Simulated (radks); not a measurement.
**Mo⁺ in [Kr] 4d4 5s1: an all-electron calculation**

The task here is to estimate one member of a computed series from the others.

Program: radks (a radial shooting solver on a logarithmic mesh, Libxc functionals) version 1. Level of theory: Dirac Kohn-Sham, PBE, spin-unpolarised, spherical densities, finite nucleus; open shells fill j = l - 1/2 first. These are calculated values, not measurements, unless marked.

**What is computed**

| Property | Result |
| --- | --- |
| element | molybdenum (Z = 42) |
| charge | +1 |
| electrons | 41 |
| configuration | [Kr] 4d4 5s1 |
| nuclear rms radius | 4.4091 fm |

The first run:

Settings of this run:

```text
Z 42
configuration [Kr] 4d4 5s1 5p0 6s0
relativity Dirac
functional pbe,pbe
spin unpolarised
j_filling energy
nucleus finite rms 4.4091 fm
c 137.035999084
```

Steps of the session up to this table: Self-consistent calculation.

One of the session's tables, all rows but one given; the rest of the session is left out.

It belongs to the step «Orbitals and density». From the orbitals of this run (lengths in bohr):

| level | <r> | outermost maximum (interpolated) | 90 % within | nodes |
| --- | --- | --- | --- | --- |
| 1s1/2 | 0.03517 | 0.0229 | 0.0630 | 0 |
| 2s1/2 | 0.1534 | 0.130 | 0.237 | 1 |
| 2p1/2 | 0.1308 | 0.101 | 0.214 | 0 |
| 2p3/2 | 0.1353 | 0.105 | 0.220 | 0 |
| 3s1/2 | 0.4287 | 0.384 | 0.634 | 2 |
| 3p1/2 | 0.4233 | 0.371 | 0.640 | 1 |
| 3p3/2 | 0.4339 | 0.380 | 0.656 | 1 |
| 3d3/2 | 0.4132 | 0.321 | 0.661 | 0 |
| 3d5/2 | 0.4167 | 0.324 | 0.666 | 0 |
| 4s1/2 | 1.105 | 0.989 | 1.61 | 3 |
| 4p1/2 | 1.210 | 1.05 | 1.79 | 2 |
| 4p3/2 | 1.240 | 1.08 | 1.84 | 2 |
| 4d3/2 | 1.787 | 1.35 | 2.86 | 1 |
| 4d5/2 | 1.806 | 1.36 | 2.90 | 1 |
| 5s1/2 | ? | ? | ? | ? |
| 5p1/2 | 3.915 | 3.33 | 5.80 | 3 |
| 5p3/2 | 4.003 | 3.41 | 5.92 | 3 |

Estimate the missing values for 5s1/2.

**Answer.** <r>: 3.149; outermost maximum (interpolated): 2.73; 90 % within: 4.62; nodes: 4. In the column «<r>» it lies between 4d5/2 (1.806) and 5p1/2 (3.915).
